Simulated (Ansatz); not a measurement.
# C₂H₁₁GeNSi: up Jacob's ladder to CCSD(T)

An exercise on one series of results from a longer session: the logs are not shown, and one member is left open.

Method: functionals in def2-TZVPP, the program's frozen cores in correlated methods; program: Ansatz 0.2.0, Gaussian basis.

The runs, in order: LDA (SPW92), PBE-D4, revPBE-D4, BLYP-D4, r2SCAN-D4, B97M-V, PBE0-D4, B3LYP-D4, r2SCANh-D4, r2SCAN0-D4, HSE06-D4, BHLYP-D4, CAM-B3LYP-D4, LC-ωPBE, ωB97X-V, ωB97M-V, B2PLYP, PBE-QIDH; CCSD(T)/def2-SVP; MP2/def2-TZVPP; MP2/def2-QZVPP; RPA on PBE.

### The geometry

An earlier PBE0-D4 in a triple-zeta def2 set relaxation fixed the geometry.

SMILES `C[SiH](C)[NH][GeH3]`, 16 atoms, charge 0, spin multiplicity 1.

Atoms are counted from 1 here; the program's logs count them from 0.

Bond lengths: C1–Si2 1.869 Å, C1–H6 1.094 Å, C1–H7 1.093 Å, C1–H8 1.092 Å, Si2–C3 1.872 Å, Si2–N4 1.727 Å, Si2–H9 1.492 Å, C3–H10 1.093 Å, C3–H11 1.094 Å, C3–H12 1.094 Å, N4–Ge5 1.835 Å, N4–H13 1.010 Å, Ge5–H14 1.539 Å, Ge5–H15 1.545 Å, Ge5–H16 1.535 Å. Angles: Si2–C1–H6 110.9°, Si2–C1–H7 110.9°, Si2–C1–H8 111.0°, H6–C1–H7 107.5°, H6–C1–H8 108.0°, H7–C1–H8 108.3°, C1–Si2–C3 109.4°, C1–Si2–N4 109.7°, C1–Si2–H9 110.6°, C3–Si2–N4 113.5°, C3–Si2–H9 108.2°, N4–Si2–H9 105.5°, Si2–C3–H10 111.0°, Si2–C3–H11 111.1°, Si2–C3–H12 111.1°, H10–C3–H11 107.8°, H10–C3–H12 107.9°, H11–C3–H12 107.8° and more.

The first run:

Input file in.yaml:

```yaml
crystal:
  periodic: [false, false, false]
  atoms:
    - {symbol: C, position_ang: [-1.290837, 0.772094, 1.691961]}
    - {symbol: Si, position_ang: [0.102783, 0.294636, 0.542236]}
    - {symbol: C, position_ang: [1.077018, -1.113972, 1.297831]}
    - {symbol: N, position_ang: [-0.533027, -0.070090, -1.021050]}
    - {symbol: Ge, position_ang: [0.289431, 0.179396, -2.642297]}
    - {symbol: H, position_ang: [-1.997537, -0.054441, 1.813456]}
    - {symbol: H, position_ang: [-0.909109, 1.026392, 2.684409]}
    - {symbol: H, position_ang: [-1.840622, 1.632679, 1.305082]}
    - {symbol: H, position_ang: [1.030358, 1.444728, 0.336323]}
    - {symbol: H, position_ang: [1.901015, -1.413922, 0.645454]}
    - {symbol: H, position_ang: [0.441879, -1.990036, 1.458558]}
    - {symbol: H, position_ang: [1.500327, -0.825758, 2.264493]}
    - {symbol: H, position_ang: [-1.337050, -0.679925, -1.058599]}
    - {symbol: H, position_ang: [-0.794686, 0.420825, -3.708154]}
    - {symbol: H, position_ang: [1.129885, -1.046111, -3.064758]}
    - {symbol: H, position_ang: [1.207573, 1.400907, -2.500647]}
basis:
  gaussian: {orbitals: def2-TZVPP}
hamiltonian: {xc: lda}
output: {orbitals: {seedname: orbitals}}
```

The run is started by

```sh
> ansatz run in.yaml --threads 4 --pin off --events-out ev --progress --plain --max-ram 11315MiB
```

Steps of the session up to this table: LDA; PBE-D4 (GGA); revPBE-D4 (GGA); BLYP-D4 (GGA); r2SCAN-D4 (meta-GGA); B97M-V (meta-GGA); PBE0-D4 (hybrid); B3LYP-D4 (hybrid); r2SCANh-D4 (hybrid); r2SCAN0-D4 (hybrid); HSE06-D4 (hybrid); BHLYP-D4 (hybrid); CAM-B3LYP-D4 (range-separated); LC-ωPBE (range-separated); ωB97X-V (range-separated); ωB97M-V (range-separated); B2PLYP (double hybrid); PBE-QIDH (double hybrid).

One of the session's tables, all rows but one given; the rest of the session is left out.

It belongs to the step «Frontier levels by functional». 

| functional | HOMO (eV) | LUMO (eV) | gap (eV) |
| --- | --- | --- | --- |
| LDA (SPW92) | -5.79 | -0.61 | 5.17 |
| PBE-D4 | -5.67 | -0.38 | 5.29 |
| revPBE-D4 | -5.62 | -0.25 | 5.37 |
| BLYP-D4 | -5.56 | -0.30 | 5.26 |
| r2SCAN-D4 | -5.95 | 0.04 | 5.99 |
| B97M-V | -6.10 | -0.23 | 5.88 |
| PBE0-D4 | -7.00 | 0.45 | 7.45 |
| B3LYP-D4 | -6.78 | 0.19 | 6.97 |
| r2SCANh-D4 | -6.45 | 0.31 | 6.76 |
| r2SCAN0-D4 | -7.20 | 0.71 | 7.91 |
| HSE06-D4 | ? | ? | ? |
| BHLYP-D4 | -8.26 | 1.20 | 9.46 |
| CAM-B3LYP-D4 | -8.37 | 1.35 | 9.72 |
| LC-ωPBE | -9.72 | 2.60 | 12.32 |
| ωB97X-V | -9.39 | 2.37 | 11.76 |
| ωB97M-V | -9.29 | 2.02 | 11.32 |

Q: Estimate the row for HSE06-D4 from the others.

The run gave: HOMO (eV): -6.60; LUMO (eV): 0.08; gap (eV): 6.68. In the column «HOMO (eV)» it lies between B3LYP-D4 (-6.78) and r2SCANh-D4 (-6.45).
